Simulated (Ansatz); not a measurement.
# Co: the cost of one run

Computed with Ansatz 0.2.0 (DFT LDA, scalar-relativistic, plane waves, PAW, unless a step's input says otherwise).

29 further runs of the same task are left out: 29 set aside as unsound or not needed.

## Step 1: Starting point

Symmetry: P6_3/mmc, No. 194, hexagonal system. Conventional cell: a = 2.207 Å, b = 2.207 Å, c = 3.559 Å, α = 90.00°, β = 90.00°, γ = 120.00°. Co (site symmetry -6m2) has 12 Co at 2.19 to 2.21 Å as nearest neighbours.

Coordinates:

```xyz
2
Lattice="2.2066 0.0000 0.0000 -1.1033 1.9110 0.0000 0.0000 0.0000 3.5595" Properties=species:S:1:pos:R:3 pbc="T T T"
Co    1.1033    0.6370    0.8899
Co    0.0000    1.2740    2.6696
```

## Step 2: Volume 7.505 Å³ an atom, total moment held at 3.850 muB a cell

Contents of input.yaml:

```yaml
crystal:
  lattice:
    - [2.2066455177, 0.0, 0.0]
    - [-1.1033227588, 1.9110110755, 0.0]
    - [0.0, 0.0, 3.5594665484]
  atoms:
    - { symbol: Co, position: [0.6666666667, 0.3333333333, 0.25], spin: 1.925 }
    - { symbol: Co, position: [0.3333333333, 0.6666666667, 0.75], spin: 1.925 }
basis:
  ecutwfc: 520.0
kpoints:
  mp_grid: { grid: [24, 24, 12] }
hamiltonian:
  xc: lda
  pseudopotentials: { kind: paw, azcp: { folder: soft_1 } }
scf:
  occupations: { method: gaussian, width: 0.15 }
  lower_state_search: "off"
output:
  forces: true
  stress: true
  eigenvalues: true
  populations: true
magnetization:
  spin_polarized: true
  initial_magnetization: 3.85
  spin_locking: { lock_magnetization: hard }
```

Run with:

```console
> ansatz run input.yaml --threads 2 --pin off --max-ram 4096MiB --backend cpu --events-out ev --progress --plain --runs-dir out
```

**Question.** How long does this run take on 2 threads of Arm Neoverse N1, shared host, and how much memory does it need?

About 28 s, with a peak of 0.53 GiB.
